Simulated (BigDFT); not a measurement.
Runs of BigDFT 1.9.6 on C3NH. The cell holds a molecule in a box, 5 atoms: a = 9.400 Å, b = 13.160 Å, c = 9.400 Å, α = 90.00°, β = 90.00°, γ = 90.00°. 

```csv
level,cell,largest force (eV/Å)
PBE,"P1, 232.56 Å³/atom",11.79
PBE+Elstner,"P1, 280.0 Å³/atom",1.68
PBE,"P1, 280.0 Å³/atom",1.68
PBE,"P1, 204.12 Å³/atom",(a)
PBE,"P1, 372.68 Å³/atom",7.87
```

Alike in all rows: task single point; potentials or basis GTH-PBE (C q4, H q1, N q5); no spin polarisation; smearing fixed; grid spacing 0.28 bohr.

Question: Estimate the missing entries.

Answer: (a) 21.41.

Caveats: boundaries are free: the box only frames the coordinates.
